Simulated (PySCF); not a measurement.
# C2H7BO: magnetic properties

Aim: compute the magnetic properties of C2H7BO (`[H]B([H])OCC`).

Programs: PySCF 2.14.0, with routines of our own; each step states its level. All values are computed. Atoms count from 0.

### 1 The starting structure

11 atoms, charge 0, multiplicity 1; geometry from: GFN2-xTB.

### 2 Magnetic properties: GIAO PBE/def2-SVP

What the job is given:

```
{"job": {"kind": "mag", "xc": "PBE", "basis": "def2-SVP"}, "charge": 0, "multiplicity": 1}
B      0.896900     1.425140    -0.951480
H      1.980190     1.037980    -0.673950
H      0.716970     2.208590    -1.803920
O     -0.186370     1.015150    -0.316460
C     -0.193750     0.056680     0.717520
C     -0.699100    -1.283870     0.195040
H      0.813470    -0.061360     1.137580
H     -0.863710     0.431950     1.499810
H     -0.732350    -2.008520     1.003870
H     -1.696180    -1.170730    -0.222880
H     -0.036080    -1.651000    -0.585120
```

Method: GIAO PBE/def2-SVP magnetisability, rotational g tensor and spin-rotation constants, non-relativistic, gas phase.

Run with:

```
OMP_NUM_THREADS=1 python excited_run.py task.json out
```

One launch serves the whole session: the jobs run in the order shown.

Standard output:

```text
coarse grid: 8688 points
cycle   1  E = -180.0054620840  dE =  1.825e-01  |g| = 6.296e-01  |ddm| = 3.214e+00
cycle   2  E = -179.6841527265  dE =  3.213e-01  |g| = 1.390e+00  |ddm| = 2.096e+00
cycle   3  E = -180.0834455333  dE = -3.993e-01  |g| = 2.102e-01  |ddm| = 1.590e+00
cycle   4  E = -180.0937932314  dE = -1.035e-02  |g| = 5.423e-02  |ddm| = 2.211e-01
cycle   5  E = -180.0944441923  dE = -6.510e-04  |g| = 1.651e-02  |ddm| = 5.850e-02
cycle   6  E = -180.0945176833  dE = -7.349e-05  |g| = 3.684e-03  |ddm| = 2.129e-02
cycle   7  E = -180.0945213630  dE = -3.680e-06  |g| = 8.005e-04  |ddm| = 4.930e-03
final grid: 82440 points
cycle   8  E = -180.1397727381  dE = -1.857e-05  |g| = 1.503e-02  |ddm| = 2.872e-02
cycle   9  E = -180.1396389427  dE =  1.338e-04  |g| = 3.022e-02  |ddm| = 3.238e-02
cycle  10  E = -180.1398172221  dE = -1.783e-04  |g| = 3.949e-03  |ddm| = 2.361e-02
cycle  11  E = -180.1398209896  dE = -3.767e-06  |g| = 4.502e-04  |ddm| = 4.414e-03
cycle  12  E = -180.1398210460  dE = -5.643e-08  |g| = 9.585e-05  |ddm| = 6.045e-04
cycle  13  E = -180.1398210486  dE = -2.615e-09  |g| = 1.605e-05  |ddm| = 1.202e-04
cycle  14  E = -180.1398210487  dE = -5.406e-11  |g| = 6.626e-06  |ddm| = 2.134e-05
converged SCF energy = -180.1398210487

Magnetisability tensor (1e-30 J/T^2)
     -515.10        3.11      -38.12
        3.11     -670.67      -43.23
      -38.12      -43.23     -631.11
isotropic -605.63   principal values    -700.29   -614.40   -502.19
isotropic susceptibility -36.472 1e-6 cm^3/mol

Inertial axes            a          b          c
rot. const./GHz     21.6052     4.7690     4.5599
chi total           -35.771    -39.929    -33.716
chi diamagnetic    -119.699   -325.559   -334.846
chi paramagnetic     83.928    285.630    301.131
quadrupole/D A       -1.333      2.113     -0.780
g nuclear            0.7412     0.6203     0.6166
g electronic        -0.8519    -0.6400    -0.6451
g total             -0.1107    -0.0197    -0.0285

Spin-rotation constants (kHz, H = +C I.J)
atom  isotope        aa         bb         cc
  0    11B        6.747      0.952      1.318
  1     1H       -1.688     -0.432      0.296
  2     1H        0.337     -0.386     -0.206
  6     1H       -2.097     -0.513      0.268
  7     1H       -1.979      0.148     -0.359
  8     1H       -0.205     -0.493     -0.429
  9     1H       -2.274     -0.548      0.114
 10     1H       -2.181      0.007     -0.485
  3    17O*      -7.203     -0.435     -1.409
  4    13C*       3.770      1.155      1.008
  5    13C*       2.618      0.616      0.690
* in the singly substituted isotopologue
```

Run time: 13 s. Hardware: 1 thread of Arm Neoverse N1, shared host; peak memory 0.37 GiB.

From this job:

| quantity | value |
| --- | --- |
| magnetisability | -606·10⁻³⁰ J/T² |
| molar susceptibility | -36.5·10⁻⁶ cm³/mol |
| rotational g (a, b, c) | -0.1107, -0.0197, -0.0285 |

### 3 Magnetic properties: GIAO B97-D/def2-SVP

The job, as its differences from that of step 2:

```diff
@@ -1,2 +1,2 @@
-{"job": {"kind": "mag", "xc": "PBE", "basis": "def2-SVP"}, "charge": 0, "multiplicity": 1}
+{"job": {"kind": "mag", "xc": "B97-D", "basis": "def2-SVP"}, "charge": 0, "multiplicity": 1}
 B      0.896900     1.425140    -0.951480
```

With the program's defaults for keys left out, this is: GIAO B97-D/def2-SVP magnetisability, rotational g tensor and spin-rotation constants, non-relativistic, gas phase.

Standard output:

```text
coarse grid: 8688 points
cycle   1  E = -180.1348986372  dE =  1.706e-01  |g| = 6.572e-01  |ddm| = 3.211e+00
cycle   2  E = -179.7820420064  dE =  3.529e-01  |g| = 1.447e+00  |ddm| = 2.125e+00
cycle   3  E = -180.2193309791  dE = -4.373e-01  |g| = 1.865e-01  |ddm| = 1.633e+00
cycle   4  E = -180.2275086388  dE = -8.178e-03  |g| = 5.762e-02  |ddm| = 2.144e-01
cycle   5  E = -180.2282738879  dE = -7.652e-04  |g| = 1.473e-02  |ddm| = 5.936e-02
cycle   6  E = -180.2283322575  dE = -5.837e-05  |g| = 3.247e-03  |ddm| = 1.852e-02
cycle   7  E = -180.2283351832  dE = -2.926e-06  |g| = 6.275e-04  |ddm| = 4.444e-03
final grid: 82440 points
cycle   8  E = -180.2654287409  dE = -3.070e-05  |g| = 9.288e-03  |ddm| = 2.701e-02
cycle   9  E = -180.2653708340  dE =  5.791e-05  |g| = 1.887e-02  |ddm| = 2.364e-02
cycle  10  E = -180.2654471021  dE = -7.627e-05  |g| = 2.075e-03  |ddm| = 1.689e-02
cycle  11  E = -180.2654480466  dE = -9.445e-07  |g| = 2.766e-04  |ddm| = 1.925e-03
cycle  12  E = -180.2654480674  dE = -2.079e-08  |g| = 3.760e-05  |ddm| = 3.620e-04
cycle  13  E = -180.2654480678  dE = -3.882e-10  |g| = 1.386e-05  |ddm| = 6.375e-05
converged SCF energy = -180.2654480678

Magnetisability tensor (1e-30 J/T^2)
     -518.30        1.91      -35.23
        1.91     -667.38      -38.35
      -35.23      -38.35     -629.58
isotropic -605.09   principal values    -693.00   -615.22   -507.04
isotropic susceptibility -36.439 1e-6 cm^3/mol

Inertial axes            a          b          c
rot. const./GHz     21.6052     4.7690     4.5599
chi total           -35.957    -39.608    -33.752
chi diamagnetic    -119.553   -325.442   -334.644
chi paramagnetic     83.596    285.834    300.893
quadrupole/D A       -1.318      2.179     -0.861
g nuclear            0.7412     0.6203     0.6166
g electronic        -0.8485    -0.6404    -0.6446
g total             -0.1073    -0.0201    -0.0279

Spin-rotation constants (kHz, H = +C I.J)
atom  isotope        aa         bb         cc
  0    11B        6.422      0.931      1.262
  1     1H       -1.718     -0.436      0.283
  2     1H        0.276     -0.390     -0.210
  6     1H       -2.112     -0.513      0.264
  7     1H       -1.999      0.146     -0.361
  8     1H       -0.192     -0.495     -0.430
  9     1H       -2.290     -0.548      0.117
 10     1H       -2.192      0.011     -0.486
  3    17O*      -6.682     -0.413     -1.333
  4    13C*       3.792      1.149      1.008
  5    13C*       2.683      0.628      0.695
* in the singly substituted isotopologue
```

Wall time 12 s (1 thread of Arm Neoverse N1, shared host); peak memory 0.37 GiB.

From this job:

| quantity | value |
| --- | --- |
| magnetisability | -605·10⁻³⁰ J/T² |
| molar susceptibility | -36.4·10⁻⁶ cm³/mol |
| rotational g (a, b, c) | -0.1073, -0.0201, -0.0279 |

### 4 The levels compared

| level | ξ (10⁻³⁰ J/T²) | g(a) | g(b) | gap (eV) | functions | time |
| --- | --- | --- | --- | --- | --- | --- |
| GIAO PBE/def2-SVP | -606 | -0.1107 | -0.0197 | 5.78 | 91 | 13 s |
| GIAO B97-D/def2-SVP | -605 | -0.1073 | -0.0201 | 6.02 | 91 | 12 s |

### 5 Outcome

| quantity | value |
| --- | --- |
| magnetisability (step 2, GIAO PBE/def2-SVP) | -606·10⁻³⁰ J/T² |
| molar susceptibility (step 2, GIAO PBE/def2-SVP) | -36.5·10⁻⁶ cm³/mol |
| rotational g (a, b, c) (step 2, GIAO PBE/def2-SVP) | -0.1107, -0.0197, -0.0285 |
| magnetisability over the levels | -606 to -605·10⁻³⁰ J/T² |

In words: The magnetisability spreads by 0.1 % over 2 levels of like cost. Two levels can agree by chance, so this spread shows no convergence. Vibrational averaging and real surroundings are missing from these values.
